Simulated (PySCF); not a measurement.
# C3H5BrSi: the cost of one run

Programs: PySCF 2.14.0, with density-fitted response routines of our own. Each step states its level of theory. These are calculated values for one molecule in the gas phase, unless marked as measured. Atoms count from 0, in the outputs and in this text.

### Step 1. The molecule as given

10 atoms, charge 0, multiplicity 1; geometry from: GFN2-xTB. The atoms were then displaced at random by about 0.01 Å, so the start is not that level's minimum.

Bonds of the start (Å): C0–C1 1.22, C1–Si2 1.85, Si2–C3 1.84, Si2–Br4 2.25, C0–H5 1.04, Si2–H6 1.47, C3–H7 1.09, C3–H8 1.07, C3–H9 1.12.

### Step 2. Optimising the geometry at PBE0-D3(BJ)/def2-SVP

Job settings and geometry (Å):

```
{"job": {"xc": "PBE0", "basis": "def2-SVP", "d3": "d3bj", "grid": 1, "shake": 0.01, "kind": "geom"}, "charge": 0, "multiplicity": 1}
C      2.496630     0.113170    -0.691040
C      1.479920     0.119220    -0.016710
Si    -0.041270     0.045470     1.040100
C     -1.561380     0.103630     0.000240
Br     0.045780    -1.949760     2.071080
H      3.336940     0.163330    -1.296900
H      0.045070     1.038400     2.115120
H     -1.651230     1.043580    -0.546000
H     -1.615260    -0.702540    -0.703040
H     -2.484770     0.004580     0.634860
```

Run with:

```bash
OMP_NUM_THREADS=1 python probes_run.py task.json out
```

This one command runs all jobs of the session in turn.

Q: Estimate the wall time and peak memory of this first job on 1 thread of Arm Neoverse V1, shared host.

About 63 s, with a peak of 0.49 GiB.
